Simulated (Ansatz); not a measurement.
# MgZrC: the cost of one run

Computed with Ansatz 0.2.0 (DFT PBE, scalar-relativistic, plane waves, PAW, unless a step's input says otherwise).

## 1. The starting structure

It takes space group P6_3/mmc (No. 194, hexagonal). Conventional cell: a = 3.531 Å, b = 3.531 Å, c = 8.248 Å, α = 90.00°, β = 90.00°, γ = 120.00°. Mg (site symmetry -6m2) has 3 C at 2.04 Å and 2 Zr at 2.06 Å as nearest neighbours. Zr (site symmetry -3m) has 2 Mg at 2.06 Å as nearest neighbours. C (site symmetry -6m2) is surrounded by 3 Mg at 2.04 Å.

Structure file:

```xyz
6
Lattice="3.5314 0.0000 0.0000 -1.7657 3.0583 0.0000 0.0000 0.0000 8.2483" Properties=species:S:1:pos:R:3 pbc="T T T"
Mg    0.0000    0.0000    2.0621
Mg    0.0000    0.0000    6.1862
Zr    0.0000    0.0000    0.0000
Zr    0.0000    0.0000    4.1242
C     0.0000    2.0389    2.0621
C     1.7657    1.0194    6.1862
```

The cell is invented: random cell by space group and Wyckoff sites (P6_3/mmc, No. 194). Its size is a rough estimate.

## 2. The guess as it stands, on a coarse mesh

input.yaml reads:

```yaml
crystal:
  lattice:
    - [3.53143304, 0.0, 0.0]
    - [-1.76571652, 3.05831072, 0.0]
    - [0.0, 0.0, 8.24831676]
  atoms:
    - { symbol: Mg, position: [0.0, 0.0, 0.25] }
    - { symbol: Mg, position: [0.0, 0.0, 0.75] }
    - { symbol: Zr, position: [0.0, 0.0, 0.0] }
    - { symbol: Zr, position: [0.0, 0.0, 0.5] }
    - { symbol: C, position: [0.33333333, 0.66666667, 0.25] }
    - { symbol: C, position: [0.66666667, 0.33333333, 0.75] }
basis:
  ecutwfc: 420
kpoints:
  mp_grid: { grid: [6, 6, 2] }
hamiltonian:
  xc: pbe
scf:
  occupations: { method: gaussian, width: 0.1 }
  lower_state_search: "off"
output:
  forces: true
  stress: true
  eigenvalues: true
```

Command:

```bash
$ ansatz run input.yaml --threads 1 --pin off --max-ram 2560MiB --backend cpu --events-out ev --progress --plain --runs-dir out
```

What time and memory should one allow on 1 thread of Arm Neoverse V1, shared host?

About 2.6 s, with a peak of 0.35 GiB.
